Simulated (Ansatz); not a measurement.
BrHMgO, SMILES [OH][Mg][Br], energies of removing a hydrogen

With the Python package of Ansatz (0.2.0).

Run as a notebook:

**Cell 1**
```python
import ansatz as az
```

**Cell 2**
```python
def total_energy(molecule, charge=0, unpaired=0):
    calc = molecule.calculation().basis(gaussian="cc-pVDZ").functional("b3lyp")
    if charge:
        calc = calc.charge(charge)
    if unpaired:
        calc = calc.spin("collinear", total=unpaired)
    return calc.run(threads=1).report["free_energy_ev"]

def without(molecule, index):
    rest = az.Crystal.molecule()
    for i, site in enumerate(molecule.cartesian_sites):
        if i != index:
            rest = rest.atom(site.symbol, site.position_ang)
    return rest
```

**Cell 3**
```python
molecule = (
    az.Crystal.molecule()
    .atom("O", (-0.8389, 0.9303, -0.8845))
    .atom("Mg", (0.4525, -0.1049, 0.1232))
    .atom("Br", (2.1278, -1.4673, 1.4048))
    .atom("H", (-1.6858, 0.5815, -0.6639))
)
```

**Cell 4**
```python
whole = total_energy(molecule, 0)
hydrogen = total_energy(az.Crystal.molecule().atom("H", (0, 0, 0)), 0, 1)
print(f"E(molecule) = {whole:.5f} eV, E(H) = {hydrogen:.5f} eV")
for index in [3]:
    radical = total_energy(without(molecule, index), 0, 1)
    print(f"H{index}: homolysis {(radical + hydrogen - whole):.3f} eV")
    anion = total_energy(without(molecule, index), -1)
    print(f"H{index}: loss of a proton {(anion - whole):.3f} eV")
```
Output:
```text
E(molecule) = -77557.46333 eV, E(H) = -13.63992 eV
H3: homolysis 5.026 eV
H3: loss of a proton 16.951 eV
```

Reading the output:
- Total energies depend on the basis set; only differences at equal settings carry meaning.
- The geometry is a force-field or estimated start, not a minimum of this method, and the basis set is short of its limit. All parts are taken at fixed geometry, without zero-point energy.
- b3lyp holds the VWN-RPA fit, as in Gaussian; the form of ORCA and Turbomole is b3lyp5.
- The spin-orbit lowering of heavy atoms is left out.
- Anions want diffuse functions, which this basis lacks.
- Run time: 31 s on 1 thread of Intel(R) Xeon(R) Platinum 8259CL CPU @ 2.50GHz (Skylake/Cascade Lake), on a shared host, peak memory 0.29 GiB.
